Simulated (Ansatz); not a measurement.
# ClH5HfN2O: the cost of one run

Computed with Ansatz 0.2.0, Gaussian basis. Level: functionals in def2-TZVPP, the program's frozen cores in correlated methods.

The runs, in order: PBE-D4, r2SCAN-D4, PBE0-D4, B3LYP-D4, ωB97X-V, ωB97M-V, B2PLYP; CCSD(T)/def2-TZVPP; MP2/def2-QZVPP; extrapolation to the limit.

## 1. Structure used throughout

An earlier PBE0-D4 in a triple-zeta def2 set relaxation fixed the geometry. Hf takes the def2 core potential; no spin-orbit term is included.

SMILES `[NH2][Hf]([NH2])([OH])[Cl]`, 10 atoms, charge 0, spin multiplicity 1.

Atoms are counted from 1 here; the program's logs count them from 0.

Bond lengths: N1–Hf2 2.029 Å, N1–H6 1.011 Å, N1–H7 1.010 Å, Hf2–N3 2.023 Å, Hf2–O4 1.925 Å, Hf2–Cl5 2.385 Å, N3–H8 1.011 Å, N3–H9 1.010 Å, O4–H10 0.953 Å. Angles: Hf2–N1–H6 125.7°, Hf2–N1–H7 125.5°, H6–N1–H7 108.8°, N1–Hf2–N3 105.6°, N1–Hf2–O4 112.3°, N1–Hf2–Cl5 107.9°, N3–Hf2–O4 106.7°, N3–Hf2–Cl5 113.0°, O4–Hf2–Cl5 111.3°, Hf2–N3–H8 125.0°, Hf2–N3–H9 125.9°, H8–N3–H9 108.9°, Hf2–O4–H10 150.4°.

Coordinates:

```
N    -1.5104    0.2470    0.8814
Hf    0.4043    0.2676    0.2104
N     0.6812   -1.5191   -0.6979
O     0.6959    1.6197   -1.1282
Cl    1.8358    0.5886    2.0908
H    -1.9282    0.9337    1.4942
H    -2.2021   -0.4537    0.6579
H     0.7328   -2.4094   -0.2214
H     0.8921   -1.6594   -1.6756
H     0.3987    2.3851   -1.6116
```

## 2. PBE-D4 (GGA)

The input, in.yaml:

```yaml
crystal:
  periodic: [false, false, false]
  atoms:
    - {symbol: N, position_ang: [-1.510429, 0.246976, 0.881355]}
    - {symbol: Hf, position_ang: [0.404293, 0.267642, 0.210367]}
    - {symbol: N, position_ang: [0.681195, -1.519105, -0.697854]}
    - {symbol: O, position_ang: [0.695895, 1.619663, -1.128192]}
    - {symbol: Cl, position_ang: [1.835767, 0.588570, 2.090816]}
    - {symbol: H, position_ang: [-1.928227, 0.933669, 1.494165]}
    - {symbol: H, position_ang: [-2.202125, -0.453732, 0.657925]}
    - {symbol: H, position_ang: [0.732790, -2.409371, -0.221370]}
    - {symbol: H, position_ang: [0.892105, -1.659415, -1.675575]}
    - {symbol: H, position_ang: [0.398735, 2.385113, -1.611627]}
basis:
  gaussian: {orbitals: def2-TZVPP}
hamiltonian: {xc: pbe, dispersion: d4}
output: {forces: true, orbitals: {seedname: orbitals}}
```

Launch:

```sh
$ ansatz run in.yaml --threads 2 --pin off --events-out ev --progress --plain --max-ram 32768MiB --backend cpu
```

What time and memory should one allow on 2 threads of AMD EPYC 7R13, shared host?

About 5.5 s, with a peak of 0.36 GiB.
